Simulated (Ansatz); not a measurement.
# ZnS: from the listed structure to its properties

The task here is to estimate one member of a computed series from the others.

The COD entry's cell or inner coordinates are ideal or old and differ from later refinements, so a difference from it is no clean test against experiment.

Program: Ansatz 0.2.0. Level of theory: DFT HSE06, scalar-relativistic, plane waves, PAW. These are calculated values, not measurements.

## Starting point

Symmetry: F-43m, No. 216, cubic system. Conventional cell: a = 5.404 Å, b = 5.404 Å, c = 5.404 Å, α = 90.00°, β = 90.00°, γ = 90.00°. Zn (site symmetry -43m) has 4 S at 2.34 Å as nearest neighbours. Around S (site symmetry -43m) lie 4 Zn at 2.34 Å.

Structure file:

```
CELL_PARAMETERS angstrom
0.00000 2.70200 2.70200
2.70200 0.00000 2.70200
2.70200 2.70200 0.00000
ATOMIC_POSITIONS crystal
Zn 0.25000 0.25000 0.25000
S 0.00000 0.00000 0.00000
```

Source of the structure: the Crystallography Open Database.

The first run:

(A quick probe on a coarse mesh, which set the mesh and smearing, is not shown.)

input.yaml reads:

```yaml
crystal:
  lattice:
    - [0.0, 2.702, 2.702]
    - [2.702, 0.0, 2.702]
    - [2.702, 2.702, 0.0]
  atoms:
    - { symbol: Zn, position: [0.25, 0.25, 0.25] }
    - { symbol: S, position: [0.0, 0.0, 0.0] }
basis:
  ecutwfc: 420
kpoints:
  mp_grid: { grid: [4, 4, 4] }
hamiltonian:
  xc: hse06
scf:
  occupations: { method: gaussian, width: 0.02 }
output:
  forces: true
  stress: true
  eigenvalues: true
  write_density: true
  write_potential: true
  elf: true
  volumetric_format: npy
relax:
  adjacent_minimum: "off"
  f_tol: 0.005
  max_steps: 80
  cell: { stress_tol: 0.05 }
```

Run with:

```console
ansatz run input.yaml --threads 4 --pin off --max-ram 10240MiB --backend cpu --events-out ev --progress --plain --runs-dir out
```

Steps of the session up to this table: The relaxation; The cell scaled to 0.97 of its volume; Volume × 1.03; Volume × 0.94; The cell scaled to 1.06 of its volume.

One of the session's tables, all rows but one given; the rest of the session is left out.

```
volume (Å³/atom)  energy above the lowest point (meV/atom)  pressure (GPa)  gap on the mesh (eV)
          18.828                                      18.9            5.30                  3.58
          19.429                                       4.5            2.45                  3.43
          20.030                                       0.0            0.01                  3.28
          20.631                                         ?               ?                     ?
          21.232                                      15.1           -3.84                  3.00
```

Q: Estimate the row for volume (Å³/atom) = 20.631 from the others.

Worked estimate for «energy above the lowest point (meV/atom)». A straight line through the neighbours (20.030, 0.0) and (21.232, 15.1) gives 0.0 + (15.1 − 0.0) × (20.631 − 20.030) / (21.232 − 20.030) = 7.6; a parabola fitted to 3 rows on both sides gives 3.5.

As computed: energy above the lowest point (meV/atom): 4.0; pressure (GPa): -2.06; gap on the mesh (eV): 3.14. In «energy above the lowest point (meV/atom)» the line misses by +3.6 and the parabola by -0.5.

Limits of these values: That is the cell relaxed with HSE06, without thermal expansion or zero-point motion. Warnings in the runs' records: stress exchange threshold loose, stress scf threshold loose.
